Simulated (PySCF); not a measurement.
# C5H4Cl3NO: the cost of one run

Computed with PySCF 2.14.0 and routines of our own; the level stands in each step. Atoms count from 0.

## 1. The system as given

14 atoms, charge 0, multiplicity 1; geometry from: GFN2-xTB.

## 2. Vibronic structure: TDDFT HF/def2-SVP

What the job is given:

```
{"job": {"kind": "vib", "xc": "HF", "basis": "def2-SVP", "tda": false}, "charge": 0, "multiplicity": 1}
C      2.961687     0.183561    -0.515766
N      1.523589     0.282802    -0.501908
C      0.748322    -0.584385     0.183597
O      1.151951    -1.508823     0.850079
C     -0.671714    -0.291475     0.040730
C     -1.864982    -0.140715    -0.004749
C     -3.278795     0.074360    -0.089132
Cl    -3.646237     1.805432     0.162319
Cl    -3.866060    -0.407681    -1.706455
Cl    -4.128791    -0.885830     1.151536
H      3.414527     1.084785    -0.099107
H      3.238340    -0.674323     0.094780
H      3.326946     0.037442    -1.533720
H      1.090538     1.024375    -1.029420
```

Level: TDDFT HF/def2-SVP vertical-gradient vibronic structure (displaced harmonic oscillators, Condon), gas phase.

On the command line:

```sh
$ OMP_NUM_THREADS=1 python excited_run.py task.json out
```

One launch serves the whole session: the jobs run in the order shown.

**Question.** How long does this first job take on 1 thread of Arm Neoverse V1, shared host, and how much memory does it need?

About 37 s, with a peak of 0.86 GiB.
